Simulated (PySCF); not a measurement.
**Ar⁺: the SCF solver's settings**

Aim: find out which solver settings change the answer for Ar⁺.

The runs use PySCF 2.14.0; method and basis as typed in the scripts.

2 further runs of the same task are left out: 2 that didn't finish.

## Step 1: The atom

Ar⁺: 1 atom, charge 1, spin multiplicity 2.

## Step 2: The run that the others are compared with

File input.py:

```python
from pyscf import gto, scf, mcscf

mol = gto.M(
    atom='Ar 0 0 0',
    basis='def2-svpd',
    charge=1,
    spin=1,
    symmetry=True,
    verbose=4,
)
mf = scf.ROHF(mol)
mf.kernel()
mc = mcscf.CASSCF(mf, 2, 1)
mc.kernel()
mc.analyze()
mf.dip_moment()
print('orbital energies (hartree):', mf.mo_energy[..., max(0, mol.nelec[1]-3):mol.nelec[0]+3].round(4))
```

On the command line:

```console
> OMP_NUM_THREADS=1 python input.py
```

The log of this run is left out.

It gives: E(SCF) = -526.082602 Eh, 7 cycles, E(CAS) − E(SCF) = 0.00000 Eh.

## Step 3: Smearing width 0.001 hartree

Edit 1 changes smearing width: none → 0.001 hartree; step after the SCF: casscf → none.

File input.py:

```python
from pyscf import gto, scf

mol = gto.M(
    atom='Ar 0 0 0',
    basis='def2-svpd',
    charge=1,
    spin=1,
    symmetry=True,
    verbose=4,
)
mf = scf.ROHF(mol)
mf = scf.addons.smearing_(mf, sigma=0.001, method='fermi')
mf.kernel()
mf.dip_moment()
print('orbital energies (hartree):', mf.mo_energy[..., max(0, mol.nelec[1]-3):mol.nelec[0]+3].round(4))
```

On the command line:

```console
> OMP_NUM_THREADS=1 python input.py
```

## Step 4: DIIS space off

Edit 2 changes DIIS space: default → off.

Edit input.py of step 2 so:

```diff
@@ -11,2 +11,3 @@
 mf = scf.ROHF(mol)
+mf.diis = False
 mf.kernel()
```

## Step 5: Level shift 0.5 hartree

Edit 3 changes level shift: none → 0.5 hartree.

Edit input.py of step 2 so:

```diff
@@ -11,2 +11,3 @@
 mf = scf.ROHF(mol)
+mf.level_shift = 0.5
 mf.kernel()
```

## Step 6: Level shift 5 hartree

Edit 4 changes level shift: none → 5 hartree.

Edit input.py of step 2 so:

```diff
@@ -11,2 +11,3 @@
 mf = scf.ROHF(mol)
+mf.level_shift = 5.0
 mf.kernel()
```

Q: Predict the outcome of this session. Wanted: for each run, E(SCF); from base.

The runs gave:

```
                                       run  E(SCF) (hartree)  from base (eV)  cycles
                                      base       -526.082602               0       7
smearing width 0.001 hartree (poor choice)       -525.853421  not comparable      11
                            DIIS space off       -526.082602          0.0000       8
                   level shift 0.5 hartree       -526.082602          0.0000      10
                     level shift 5 hartree       -526.082602          0.0000      47
```

Distance from each run's final energy (log10 hartree) by cycle:

```
                                       run  cycle 1  cycle 2  cycle 3  cycle 5  cycle 8  cycle 12
                                      base     -1.3     -2.7     -4.6     -8.9     done      done
smearing width 0.001 hartree (poor choice)     -1.4     -2.8     -4.8    -10.9    < -11      done
                            DIIS space off     -1.3     -2.7     -4.2     -7.0    < -11      done
                   level shift 0.5 hartree     -1.4     -2.8     -3.6     -5.3     -8.1      done
                     level shift 5 hartree     -1.7     -1.9     -2.2     -2.6     -3.1      -3.7
```

In words: With DIIS space off or level shift 0.5 hartree or level shift 5 hartree the SCF ends at the base energy. The base needs 7 cycles and the run with level shift 5 hartree needs 47. Rows marked «poor choice» come from settings spoiled on purpose.
